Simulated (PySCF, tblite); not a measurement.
# C₄H₅B₂BrF₂: geometry, infrared bands and NMR shifts

Wanted: the infrared bands and NMR shifts of C₄H₅B₂BrF₂ (`FB(F)CCC#CBBr`), by calculation.

The runs use tblite 0.8.0 and PySCF 2.14.0, with density-fitted response routines of our own; the level of theory stands in each step. All values are computed, except where a source is named. Atoms count from 0, in the outputs and in this text.

## Step 1: The starting structure

14 atoms, charge 0, multiplicity 1; geometry from: force field or distance geometry start.

Bonds of the start (Å): F0–B1 1.44, B1–F2 1.43, B1–C3 1.60, C3–C4 1.53, C4–C5 1.46, C5–C6 1.21, C6–B7 1.54, B7–Br8 1.99, C3–H9 1.13, C3–H10 1.10, C4–H11 1.12, C4–H12 1.11, B7–H13 1.19.

## Step 2: Geometry optimisation with GFN2-xTB

The job: settings as JSON, then the geometry in Å.

```
{"job": {"kind": "relax", "xc": "GFN2-xTB", "basis": "xTB"}, "charge": 0, "multiplicity": 1}
F     -3.804200     0.129900     0.982900
B     -2.831100     0.485500    -0.022400
F     -3.239800     0.834100    -1.344100
C     -1.280000     0.512200     0.360600
C     -0.490000    -0.494300    -0.472100
C      0.925600    -0.461400    -0.113500
C      2.097300    -0.430400     0.189300
B      3.585200    -0.391900     0.586200
Br     4.203500     0.831500     2.031000
H     -1.179000     0.249300     1.450700
H     -0.895700     1.532100     0.204200
H     -0.583100    -0.240800    -1.555900
H     -0.878200    -1.521800    -0.308700
H      4.368900    -1.034400    -0.030400
```

Command:

```
$ OMP_NUM_THREADS=1 python probes_run.py task.json out
```

One launch serves the whole session: the jobs run in the order shown.

**Question.** This job is followed by: GFN2-xTB harmonic vibrations, gas phase; GIAO PBE0/pcSseg-1 NMR shielding, non-relativistic, gas phase. What will the session give for the following? strongest single infrared mode (GFN2-xTB); zero-point energy (GFN2-xTB); 13C shifts against TMS (PBE0/pcSseg-1); 1H shifts against TMS (PBE0/pcSseg-1, means over atoms taken as alike); 19F shifts against CFCl3 (PBE0/pcSseg-1, means over atoms taken as alike); 11B shifts against BF3·OEt2 (PBE0/pcSseg-1); 79Br shifts against HBr (PBE0/pcSseg-1).

The runs gave:

| quantity | value |
| --- | --- |
| strongest single infrared mode (GFN2-xTB) | 1270 cm⁻¹, 375 km/mol |
| zero-point energy (GFN2-xTB) | 54.1 kcal/mol |
| 13C shifts against TMS (PBE0/pcSseg-1) | 145.5, 99.2, 17.9, 16.5 ppm |
| 1H shifts against TMS (PBE0/pcSseg-1, means over atoms taken as alike) | 6.60, 2.76, 1.59 ppm |
| 19F shifts against CFCl3 (PBE0/pcSseg-1, means over atoms taken as alike) | -68.3 ppm |
| 11B shifts against BF3·OEt2 (PBE0/pcSseg-1) | 58.2, 28.1 ppm |
| 79Br shifts against HBr (PBE0/pcSseg-1) | 630 ppm |

Over 109 steps the energy fell by 0.792 eV; of the close pairs, F0–B1 changed most, 1.444 to 1.316 Å. No mode is imaginary among the 36: a minimum at this level. The strongest single mode, at 1270 cm⁻¹, moves mainly B1. GFN2-xTB is a fitted tight-binding method: band positions and strengths are rough. Its intensities can rank the bands wrongly. At PBE0/pcSseg-1: Shielding is most anisotropic at Br8 (span 1687 ppm, paramagnetic term -1132 ppm). Spin-orbit coupling is left out, which matters for shieldings and couplings at and beside the heavy atoms.
